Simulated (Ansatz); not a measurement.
Wanted: the native input for an Ansatz 0.2.0 run.

- Task: single point
- Functional: PBE
- Potentials or basis: Ansatz PAW
- Cutoff: 420 eV (not typed: the program's choice for these potentials)
- k mesh: 11 × 11 × 4
- Occupations: fermi-dirac, width 0.05 eV
- Spin: collinear spin, ferromagnetic start
- Starting moments: [0.0, 0.0, 4.0] μB

MnPt2:

```
CELL_PARAMETERS angstrom
2.85840 0.00000 0.00000
-1.42920 2.47545 0.00000
0.00000 0.00000 6.53250
ATOMIC_POSITIONS crystal
Pt 0.66667 0.33333 0.31621
Pt 0.33333 0.66667 0.68379
Mn 0.00000 0.00000 0.00000
```

The cell comes from a database or a generator and needn't be the stable form of this composition.

One way to write it, as run:

input.yaml

```yaml
crystal:
  lattice:
    - [2.8584044518, 0.0, 0.0]
    - [-1.4292022259, 2.4754508696, 0.0]
    - [0.0, 0.0, 6.532504]
  atoms:
    - { symbol: Pt, position: [0.6666666667, 0.3333333333, 0.316206] }
    - { symbol: Pt, position: [0.3333333333, 0.6666666667, 0.683794] }
    - { symbol: Mn, position: [0.0, 0.0, 0.0], spin: 4.0 }
hamiltonian:
  xc: pbe
  pseudopotentials: { kind: paw }
magnetization:
  spin_polarized: true
kpoints:
  mp_grid: { grid: [11, 11, 4] }
scf:
  occupations: { method: fermi_dirac, width: 0.05 }
output:
  forces: true
  stress: true
  eigenvalues: true
  write_density: true
  write_potential: true
  elf: true
  volumetric_format: npy
```

Potentials or basis: Ansatz PAW.

Run with:

```bash
$ ansatz run input.yaml --threads 2 --pin off --max-ram 5632MiB --backend cpu --events-out ev --progress --plain --runs-dir out
```

It gave:

```yaml
Pressure: -0.5 GPa
Largest_force: 0.024 eV/Å
Band_gap_on_the_k_mesh: none (metal or under the smearing width)
Net_moment: 4.55 μB per cell
Absolute_moment: 4.65 μB per cell
Site_moments: Pt +0.32; Mn +3.74 μB
```

Wall time 11 s on 2 threads of Arm Neoverse V1, with other jobs on the host, peak memory 0.45 GiB.
